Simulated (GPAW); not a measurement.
Crystal: Ti3Se.

```
CELL_PARAMETERS angstrom
3.19745 0.00000 0.00000
-1.59872 2.76907 0.00000
0.00000 0.00000 7.94275
ATOMIC_POSITIONS crystal
Se 0.00000 0.00000 0.00000
Ti 0.66667 0.33333 0.50000
Ti 0.33333 0.66667 0.77290
Ti 0.33333 0.66667 0.22710
```

The cell comes from a database or a generator and needn't be the stable form of this composition.

Program: GPAW 26.7.0. Alike in all runs: task band structure; no spin polarisation; cell as given; cutoff (eV) 600; smearing fermi-dirac 0.05 eV.

**Question.** Order these runs on this cell by their pressure, lowest first.
A. level PBEsol+U; potentials or basis PAW data sets generated in the run's folder for this functional, pw; U Ti d U = 6 eV; k mesh 7 × 7 × 3; mesh quality not flagged
B. level PBEsol; potentials or basis PAW data sets generated in the run's folder for this functional, pw; k mesh 7 × 7 × 3; mesh quality not flagged
C. level PBEsol+U; potentials or basis PAW data sets generated in the run's folder for this functional, pw; U Ti d U = 8 eV; k mesh 7 × 7 × 3; mesh quality not flagged
D. level r2SCAN; potentials or basis GPAW PAW data sets (gpaw-data 1.2.1), pw; k mesh 6 × 6 × 3; mesh quality coarse
E. level PBEsol+U; potentials or basis PAW data sets generated in the run's folder for this functional, pw; U Ti d U = 2 eV; k mesh 7 × 7 × 3; mesh quality not flagged

**Answer.** B (-4.6 GPa), E (-2.5 GPa), D (-0.9 GPa), A (2.3 GPa), C (5.0 GPa).

Caveats: some runs use coarse meshes; U without spin polarisation on a metal has little footing (some runs); the PAW data sets were made with another functional, which shifts forces and pressure a little (some runs).

Not every run made on this cell is shown here.
